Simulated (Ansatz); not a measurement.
# C2H6AlNOSi: the cost of one run

Computed with Ansatz 0.2.0, Gaussian basis. Level: functionals in def2-TZVPP, the program's frozen cores in correlated methods.

Plan: PBE-D4, r2SCAN-D4, PBE0-D4, B3LYP-D4, ωB97X-V, ωB97M-V, B2PLYP; CCSD(T)/def2-TZVPP; MP2/def2-QZVPP; extrapolation to the limit.

## (1) The geometry

An earlier PBE0-D4 in a triple-zeta def2 set relaxation fixed the geometry.

SMILES `OC1=[C]([AlH2])[SiH2]N1`, 12 atoms, charge 0, spin multiplicity 1.

Atoms are counted from 1 here; the program's logs count them from 0.

Bond lengths: O1–C2 1.328 Å, O1–H7 0.970 Å, C2–C3 1.394 Å, C2–N6 1.359 Å, C3–Al4 1.872 Å, C3–Si5 1.836 Å, Al4–H8 1.609 Å, Al4–H9 1.583 Å, Si5–N6 1.778 Å, Si5–H10 1.485 Å, Si5–H11 1.485 Å, N6–H12 1.004 Å. Angles: C2–O1–H7 107.8°, O1–C2–C3 130.4°, O1–C2–N6 118.8°, C3–C2–N6 110.7°, C2–C3–Al4 124.0°, C2–C3–Si5 84.2°, Al4–C3–Si5 151.8°, C3–Al4–H8 112.8°, C3–Al4–H9 126.7°, H8–Al4–H9 120.6°, C3–Si5–N6 77.6°, C3–Si5–H10 120.5°, C3–Si5–H11 120.5°, N6–Si5–H10 112.8°, N6–Si5–H11 112.8°, H10–Si5–H11 108.7°, C2–N6–Si5 87.4°, C2–N6–H12 124.8° and more.

## (2) PBE-D4 (GGA)

The input, in.yaml:

```yaml
crystal:
  periodic: [false, false, false]
  atoms:
    - {symbol: O, position_ang: [1.939768, -0.615527, 0.339806]}
    - {symbol: C, position_ang: [0.883490, 0.119619, 0.014015]}
    - {symbol: C, position_ang: [-0.475908, -0.190187, 0.036454]}
    - {symbol: Al, position_ang: [-1.164812, -1.845477, 0.574474]}
    - {symbol: Si, position_ang: [-0.685841, 1.526494, -0.578744]}
    - {symbol: N, position_ang: [1.080013, 1.392162, -0.421273]}
    - {symbol: H, position_ang: [1.618650, -1.485070, 0.625311]}
    - {symbol: H, position_ang: [-0.017507, -2.884401, 1.012792]}
    - {symbol: H, position_ang: [-2.691065, -2.262990, 0.624767]}
    - {symbol: H, position_ang: [-1.122056, 1.779690, -1.975669]}
    - {symbol: H, position_ang: [-1.264126, 2.576570, 0.298036]}
    - {symbol: H, position_ang: [1.976391, 1.833919, -0.516168]}
basis:
  gaussian: {orbitals: def2-TZVPP}
hamiltonian: {xc: pbe, dispersion: d4}
output: {forces: true, orbitals: {seedname: orbitals}}
```

Run with:

```bash
$ ansatz run in.yaml --threads 4 --pin off --events-out ev --progress --plain --max-ram 10444MiB
```

**Question.** How long does this run take on 4 threads of Arm Neoverse V1, shared host, and how much memory does it need?

About 3.6 s, with a peak of 0.45 GiB.
